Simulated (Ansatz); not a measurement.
# TiSn2Te4: the cost of one run

Program: Ansatz 0.2.0. Level of theory: DFT PBE, scalar-relativistic, plane waves, PAW, unless a step names another level. These are calculated values, not measurements.

22 further runs of the same task are left out: 9 that didn't finish, 13 set aside as unsound or not needed. Runs told in other sessions of the task aren't counted.

## 1. Plan

Pauling electronegativities: Ti 1.54, Sn 1.96, Te 2.10 (spread 0.56). The formula balances with common oxidation states: Ti +4, Sn +2, Te -2, a formal count that means little at so small a spread. Tabulated atomic sizes suggest about 28 Å³/atom. 26 candidates were drawn, by swapping species into database cells of other compounds, at random by space group and Wyckoff sites, or by hand, as the table says:

| name | made from | space group no. | Wyckoff sites | atoms (primitive cell) | V (Å³/atom) |
| --- | --- | --- | --- | --- | --- |
| c01 | database cell of Ca2SnS4 | 65 | Ti 2a; Sn 4f; Te 4i, 4h | 7 | 31.0 |
| c02 | database cell of CeSi2Au4 | 65 | Ti 2a; Sn 4j; Te 4j, 4i | 7 | 27.7 |
| c03 | database cell of NaFe2O4 | 2 | Ti 1g; Sn 1e, 1a; Te 2i, 2i | 7 | 32.9 |
| c04 | database cell of Ga2NiS4 | 164 | Ti 1b; Sn 2d; Te 2d, 2d | 7 | 30.4 |
| c05 | built by hand: GeSb2Te4 / MnBi2Te4 septuple layer | 166 | Ti 3a; Sn 6c; Te 6c, 6c | 7 | 28.4 |
| c06 | random | 123 | Ti 1c; Sn 2g; Te 4j | 7 | 32.0 |
| c07 | random | 191 | Ti 1a; Sn 2c; Te 3f, 1b | 7 | 28.5 |
| c08 | database cell of Zn2GeS4 | 121 | Ti 2b; Sn 4d; Te 8i | 7 | 31.8 |
| c09 | built by hand: Vacancy-ordered rocksalt | 123 | Ti 1a; Sn 2e; Te 2f, 1b, 1d | 7 | 28.4 |
| c10 | database cell of Li2CrCl4 | 12 | Ti 2a; Sn 4f; Te 4i, 4g | 7 | 28.7 |
| c11 | random | 166 | Ti 3b; Sn 6c; Te 9e, 3a | 7 | 36.3 |
| c12 | built by hand: Sr2PbO4 (Ca2SnO4-type) | 55 | Ti 2a; Sn 4h; Te 4g, 4h | 14 | 28.4 |
| c13 | random | 157 | Ti 1a; Sn 2b; Te 3c, 1a | 7 | 31.9 |
| c14 | random | 187 | Ti 1a; Sn 1d, 1f; Te 3k, 1c | 7 | 29.0 |
| c15 | database cell of CaCd2Au4 | 139 | Ti 2a; Sn 4d; Te 8h | 7 | 27.9 |
| c16 | random | 166 | Ti 3a; Sn 6c; Te 3b, 9d | 7 | 36.1 |
| c17 | built by hand: Spinel (MgAl2O4) | 227 | Ti 8a; Sn 16d; Te 32e | 14 | 28.4 |
| c18 | built by hand: Cr3S4 (ordered defect NiAs) | 12 | Ti 2a; Sn 4i; Te 4i, 4i | 7 | 28.4 |
| c19 | random | 216 | Ti 4c; Sn 4b, 4a; Te 16e | 7 | 28.8 |
| c20 | random | 183 | Ti 1a; Sn 1a, 1a; Te 2b, 2b | 7 | 34.8 |
| c21 | database cell of Ca4As2O | 139 | Ti 2b; Sn 4e; Te 4e, 4c | 7 | 31.0 |
| c22 | random | 174 | Ti 1a; Sn 2i; Te 1f, 3j | 7 | 30.8 |
| c23 | random | 191 | Ti 1a; Sn 2d; Te 3f, 1b | 7 | 36.0 |
| c24 | random | 139 | Ti 2b; Sn 4e; Te 8h | 7 | 31.0 |
| c25 | random | 166 | Ti 3a; Sn 6c; Te 9e, 3b | 7 | 32.6 |
| c26 | database cell of SrAg4Sb2 | 166 | Ti 3a; Sn 6c; Te 6c, 6c | 7 | 28.1 |

## 2. Screening run of c01

input.yaml reads:

```yaml
crystal:
  lattice:
    - [4.35691636, -6.03946343, 0.0]
    - [4.35691636, 6.03946343, 0.0]
    - [0.0, 0.0, 4.1254907]
  atoms:
    - { symbol: Ti, position: [0.0, 0.0, 0.0] }
    - { symbol: Sn, position: [0.5, 0.0, 0.5] }
    - { symbol: Sn, position: [0.0, 0.5, 0.5] }
    - { symbol: Te, position: [0.22910063, 0.77089937, 0.0] }
    - { symbol: Te, position: [0.77089937, 0.22910063, 0.0] }
    - { symbol: Te, position: [0.2173306, 0.2173306, 0.5] }
    - { symbol: Te, position: [0.7826694, 0.7826694, 0.5] }
basis:
  ecutwfc: 420
kpoints:
  mp_grid: { grid: [3, 3, 4] }
hamiltonian:
  xc: pbe
scf:
  occupations: { method: gaussian, width: 0.2 }
  lower_state_search: "off"
output:
  forces: true
  stress: true
  eigenvalues: true
relax:
  adjacent_minimum: "off"
  f_tol: 0.08
  max_steps: 16
  cell: { stress_tol: 0.8 }
```

Run with:

```sh
$ ansatz run input.yaml --threads 1 --pin off --max-ram 2560MiB --backend cpu --events-out ev --progress --plain --runs-dir out
```

**Question.** How long does this run take on 1 thread of AMD EPYC 7R43 (Zen 3), shared host, and how much memory does it need?

About 59 s, with a peak of 0.61 GiB.
